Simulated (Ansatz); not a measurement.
# Ti: a line through an energy map

One line of a two-coordinate grid on Ti (P6/mmm, No. 191; 3 atoms in the cell): equal normal strain along x, y and z is varied, at amplitude of mode 6 (171 cm⁻¹) = 0.000 Å.

Computed with Ansatz 0.2.0 (DFT LDA, scalar-relativistic, plane waves, PAW, unless a step's input says otherwise).

1 further run of the same task is left out (for a known fault of the program).

## (1) The structure to begin with

Symmetry: P6/mmm, No. 191, hexagonal system. Conventional cell: a = 4.451 Å, b = 4.451 Å, c = 2.770 Å, α = 90.00°, β = 90.00°, γ = 120.00°. Ti (site symmetry 6/mmm) is surrounded by 14 Ti at 2.77 to 2.92 Å. Ti (site symmetry -6m2) is surrounded by 11 Ti at 2.57 to 2.92 Å.

Structure file:

```
Ti
1.0
     4.45106    0.00000    0.00000
    -2.22553    3.85473    0.00000
     0.00000    0.00000    2.77044
Ti
3
Direct
  0.00000 0.00000 0.00000
  0.33333 0.66667 0.50000
  0.66667 0.33333 0.50000
```

It goes back to an entry of the Materials Project, which need not be the stable form.

It is the result of an earlier relaxation at this level (volume 15.84 Å³/atom; gap on the mesh: none (metal)).

## (2) Plan of the line

The energy is mapped over a normal mode and a strain (zone-centre modes of the cell shown) (x along [1 0 0], y along [1 2 0], z along [0 0 1] of the conventional cell).

First coordinate, amplitude of mode 6 (171 cm⁻¹), largest displacement in the unstrained cell: 7 values from −0.197 Å. Second coordinate, equal normal strain along x, y and z: 7 values from −2.50 %.

Nothing else is relaxed (the pattern is fixed in fractional coordinates). Energies count from the relaxed high-symmetry cell. Points are written as (first, second).

The modes come from a phonon run on the reference cell, made beforehand.

The patterns, per unit of each coordinate (Å):

```
atom     x1      y1     z1
 Ti1  0.000   1.000  0.000
 Ti2  0.000  -0.500  0.000
 Ti3  0.000  -0.500  0.000
```

## (3) The run at (0.000 Å, −2.50 %)

File input.yaml:

```yaml
crystal:
  lattice:
    - [4.3397817234, 0.0, 0.0]
    - [-2.1698908617, 3.7583612193, 0.0]
    - [0.0, 0.0, 2.7011782941]
  atoms:
    - { symbol: Ti, position: [0.0, 0.0, 0.0] }
    - { symbol: Ti, position: [0.3333333333, 0.6666666667, 0.5] }
    - { symbol: Ti, position: [0.6666666667, 0.3333333333, 0.5] }
basis:
  ecutwfc: 520.0
kpoints:
  mp_grid: { grid: [12, 12, 14] }
hamiltonian:
  xc: lda
  pseudopotentials: { kind: paw, azcp: { folder: soft_1 } }
scf:
  occupations: { method: gaussian, width: 0.15 }
output:
  forces: true
  stress: true
  eigenvalues: true
  write_density: true
  write_potential: true
  elf: true
  volumetric_format: npy
```

Run with:

```console
> ansatz run input.yaml --threads 2 --pin off --max-ram 4096MiB --backend cpu --events-out ev --progress --plain --runs-dir out
```

Further runs follow: the other points of the line.

Q: Predict the outcome of this session. Wanted: for each run, equal normal strain along x, y and z; energy; slope; pressure.

The runs gave:

| equal normal strain along x, y and z (%) | step | energy (meV) | slope (meV per %) | pressure (GPa) |
| --- | --- | --- | --- | --- |
| −2.50 | 3 | 114 | −94 | 11.1 |
| −1.67 | 4 | 50 | −61 | 7.1 |
| −0.83 | 5 | 12 | −29 | 3.3 |
| 0.00 | – | 0 | 0 | 0.0 |
| 0.83 | 6 | 12 | 28 | −3.0 |
| 1.67 | 7 | 46 | 54 | −5.8 |
| 2.50 | 8 | 100 | 78 | −8.3 |

Energies count from the relaxed high-symmetry cell. Rows without a step come from runs not printed here or follow by symmetry. Slopes come from the forces (and the stress, where the cell changes), not from differences of energies.

**Reading.** Along the line the energy is lowest at 0.00 %, 0 meV from the zero. A fit to energies and slopes at the lowest point and its two neighbours puts the minimum at −0.004 %, with a curvature of about 34 meV per %². The highest point computed, at −2.50 %, lies 114 meV above the lowest. This is one cut through a surface in two coordinates; it holds the lowest point sampled, which need not be a minimum. With the other coordinates free, the energies away from the reference would be the same or lower.
